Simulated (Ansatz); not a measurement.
# Si3H7F: how energies converge with the basis set

Aim: see how fast density functionals converge with the basis set for Si3H7F.

Computed with Ansatz 0.2.0, Gaussian basis. Level: one geometry, several basis sets.

Plan: PBE0-D4/def2-SVP; ωB97M-V/def2-SVP; PBE0-D4/def2-QZVPP; ωB97M-V/def2-QZVPP; the functionals' def2-TZVPP values are taken from earlier runs.

### 1 The relaxed structure

The geometry comes from an earlier relaxation with PBE0-D4/def2-TZVP; it is a stationary point, not always the lowest conformer.

SMILES `F[SiH]([SiH3])[SiH3]`, 11 atoms, charge 0, spin multiplicity 1.

Atoms are counted from 1 here; the program's logs count them from 0.

Bond lengths: F1–Si2 1.613 Å, Si2–Si3 2.344 Å, Si2–Si4 2.344 Å, Si2–H5 1.490 Å, Si3–H6 1.487 Å, Si3–H7 1.489 Å, Si3–H8 1.487 Å, Si4–H9 1.487 Å, Si4–H10 1.489 Å, Si4–H11 1.487 Å. Angles: F1–Si2–Si3 109.4°, F1–Si2–Si4 109.4°, F1–Si2–H5 107.2°, Si3–Si2–Si4 111.5°, Si3–Si2–H5 109.6°, Si4–Si2–H5 109.6°, Si2–Si3–H6 111.5°, Si2–Si3–H7 107.9°, Si2–Si3–H8 110.3°, H6–Si3–H7 109.1°, H6–Si3–H8 109.2°, H7–Si3–H8 108.8°, Si2–Si4–H9 110.3°, Si2–Si4–H10 107.9°, Si2–Si4–H11 111.5°, H9–Si4–H10 108.8°, H9–Si4–H11 109.2°, H10–Si4–H11 109.1°.

### 2 PBE0-D4 in def2-SVP

in.yaml

```yaml
crystal:
  periodic: [false, false, false]
  atoms:
    - {symbol: F, position_ang: [-1.906812, 1.284821, 0.047065]}
    - {symbol: Si, position_ang: [-0.381619, 0.836450, -0.228556]}
    - {symbol: Si, position_ang: [0.677989, 0.386920, 1.813895]}
    - {symbol: Si, position_ang: [-0.364430, -1.037737, -1.636975]}
    - {symbol: H, position_ang: [0.298757, 1.976999, -0.904785]}
    - {symbol: H, position_ang: [0.654675, 1.571764, 2.712182]}
    - {symbol: H, position_ang: [2.092356, 0.021966, 1.526100]}
    - {symbol: H, position_ang: [0.017579, -0.757190, 2.496414]}
    - {symbol: H, position_ang: [-1.035297, -2.186948, -0.973484]}
    - {symbol: H, position_ang: [1.055330, -1.399119, -1.901857]}
    - {symbol: H, position_ang: [-1.043327, -0.754826, -2.929403]}
basis:
  gaussian: {orbitals: def2-SVP}
hamiltonian: {xc: pbe0, dispersion: d4}
output: {orbitals: {seedname: orbitals}}
```

Run with:

```sh
$ ansatz run in.yaml --threads 4 --pin off --events-out ev --progress --plain --max-ram 10444MiB
```

The runs that follow: ωB97M-V in def2-SVP; PBE0-D4 in def2-QZVPP; ωB97M-V in def2-QZVPP.

Q: Predict the results of all the runs planned. Wanted: PBE0-D4: double and triple zeta above quadruple; ωB97M-V: double and triple zeta above quadruple.

The runs gave:

| quantity | value |
| --- | --- |
| PBE0-D4: double and triple zeta above quadruple | 12.89, 0.96 eV |
| ωB97M-V: double and triple zeta above quadruple | 12.99, 0.90 eV |

PBE0-D4 gains 11.93 eV from double to triple zeta, then 0.96 eV more. These are total energies; as a rule much of such shifts cancels in differences, which this series doesn't test.
